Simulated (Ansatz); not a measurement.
CS2 in Ansatz: the effect of functional

CS2:

```
S C
1.0
     3.64579   -2.99431    0.00000
     3.64579    2.99431    0.00000
     0.00000    0.00000    9.85126
S C
4 2
Direct
  0.18152 0.81848 0.88687
  0.31848 0.68152 0.38687
  0.68152 0.31848 0.61313
  0.81848 0.18152 0.11313
  0.50000 0.50000 0.50000
  0.00000 0.00000 0.00000
```

The cell comes from a database or a generator and needn't be the stable form of this composition.

Alike in all runs:

- Program: Ansatz 0.2.0
- Task: band structure
- Potentials or basis: Ansatz PAW
- k mesh: 6 × 6 × 3
- Occupations: fermi-dirac, width 0.05 eV
- Spin: no spin polarisation

```tsv
functional	cutoff	gap on the mesh (eV)	pressure (GPa)	largest force (eV/Å)
LDA	420 eV (not typed: the program's choice for these potentials)	3.32	-1.1	0.22
PBE	420 eV (not typed: the program's choice for these potentials)	3.41	0.4	0.26
PBEsol	420 eV (not typed: the program's choice for these potentials)	?	?	?
RPBE	420 eV (not typed: the program's choice for these potentials)	3.47	1.3	0.46
revPBE	420 eV (not typed: the program's choice for these potentials)	3.47	1.2	0.39
BLYP	420 eV (not typed: the program's choice for these potentials)	3.38	1.0	0.41
r2SCAN	500 eV (not typed: the program's choice for these potentials)	3.75	-0.7	0.21
```

Task: What does the run with functional PBEsol give?

Result: gap on the mesh 3.41 eV; pressure -0.1 GPa; largest force 0.09 eV/Å.

Caveats: the PAW data sets come from PBE, with cores solved anew for the run's functional, which leaves a small shift of forces and pressure (some runs).

